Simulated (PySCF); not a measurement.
# C2H6Ho (Ho(CH3)2+): the cost of one run

Computed with PySCF 2.14.0. Level: PBE0, Ho lcecp-1-SVP with ECP56, C def2-SVP, H def2-SVP; scalar-relativistic core potentials, no spin–orbit coupling.

1 further run of the same task is left out (for a known fault of the program).

### 1 The system as given

9 atoms, charge 1, spin multiplicity 1.

Bond lengths: Ho1–C2 2.427 Å, Ho1–C6 2.427 Å, C2–H3 1.090 Å, C2–H4 1.090 Å, C2–H5 1.090 Å, C6–H7 1.090 Å, C6–H8 1.090 Å, C6–H9 1.090 Å. Angles: C2–Ho1–C6 131.8°, Ho1–C2–H3 109.5°, Ho1–C2–H4 109.5°, Ho1–C2–H5 109.5°, H3–C2–H4 109.5°, H3–C2–H5 109.5°, H4–C2–H5 109.5°, Ho1–C6–H7 109.5°, Ho1–C6–H8 109.5°, Ho1–C6–H9 109.5°, H7–C6–H8 109.5°, H7–C6–H9 109.5°, H8–C6–H9 109.5°.

As a file:

```xyz
9
C2H6Ho
Ho    0.0000    0.0000    0.0000
C     2.2155    0.0000    0.9915
H     2.9669    0.0000    0.2019
H     2.3372    0.8900    1.6089
H     2.3372   -0.8900    1.6089
C    -2.2155    0.0000    0.9915
H    -2.9669    0.0000    0.2019
H    -2.3372   -0.8900    1.6089
H    -2.3372    0.8900    1.6089
```

Formal oxidation states: Ho +3. Each metal's 10 4f electrons lie in its core potential, so multiplicities, spins and levels count the valence alone.

### 2 SCF at the start, singlet

run.py (the lines that set the calculation)

```python
mol = gto.M(atom='''
Ho     0.00000     0.00000     0.00000
C      2.21550     0.00000     0.99150
H      2.96690     0.00000     0.20190
H      2.33720     0.89000     1.60890
H      2.33720    -0.89000     1.60890
C     -2.21550     0.00000     0.99150
H     -2.96690     0.00000     0.20190
H     -2.33720    -0.89000     1.60890
H     -2.33720     0.89000     1.60890''',
    basis={'Ho': 'lcecp-1-SVP', 'C': 'def2-SVP', 'H': 'def2-SVP'},
    ecp={'Ho': 'lcecp-1-SVP'},
    charge=1, spin=0)
mf = dft.RKS(mol, xc='PBE0')
mf.grids.atom_grid = (50, 194)  # f atoms: unpruned, at least (60, 302)
mf = mf.density_fit()  # fitting sets: Ho AutoAux, C def2-universal-JKFIT, H def2-universal-JKFIT
mf.conv_tol = 1e-08; mf.max_cycle = 55
mf.kernel(dm0)  # dm0: free metal ions and neutral atoms
```

Command:

```
> OMP_NUM_THREADS=2 python run.py
```

What time and memory should one allow on 2 threads of Arm Neoverse V1, shared host?

About 3.1 s, with a peak of 0.6 GiB.
